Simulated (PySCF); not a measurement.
# C2H7NSi2: the cost of one run

Computed with PySCF 2.14.0, with density-fitted response routines of our own, on a single molecule in the gas phase. Atoms are numbered from 0 throughout.

## (1) The starting structure

12 atoms, charge 0, multiplicity 1; geometry from: PBE0-D3(BJ)/def2-SVP.

Bonds of the start (Å): N0–C1 1.16, C1–C2 1.45, C2–Si3 1.92, Si3–Si4 2.34, C2–H5 1.10, C2–H6 1.10, Si3–H7 1.50, Si3–H8 1.49, Si4–H9 1.49, Si4–H10 1.49, Si4–H11 1.50.

## (2) Ultraviolet spectrum: LDA/def2-SVPD

The job: settings as JSON, then the geometry in Å.

```
{"job": {"kind": "uv", "xc": "LDA", "basis": "def2-SVPD", "ip": true}, "charge": 0, "multiplicity": 1}
N     -1.462618     2.328654    -0.153241
C     -1.565867     1.182390    -0.020722
C     -1.638815    -0.257761     0.110207
Si    -0.345982    -1.141029    -0.996697
Si     1.809708    -0.382006    -0.477025
H     -2.648596    -0.608246    -0.157874
H     -1.459621    -0.540350     1.160640
H     -0.482709    -2.607395    -0.735704
H     -0.685186    -0.871840    -2.426228
H      2.810458    -1.103025    -1.320964
H      1.908236     1.086709    -0.723701
H      2.092894    -0.662832     0.964514
```

Level: TDDFT LDA/def2-SVPD, vertical, gas phase, core orbitals frozen in the response.

On the command line:

```
OMP_NUM_THREADS=1 python probes_run.py task.json out
```

The driver reads the jobs from task.json and runs them one after another.

**Question.** How long does this first job take on 1 thread of Arm Neoverse V1, shared host, and how much memory does it need?

About 96 s, with a peak of 0.46 GiB.
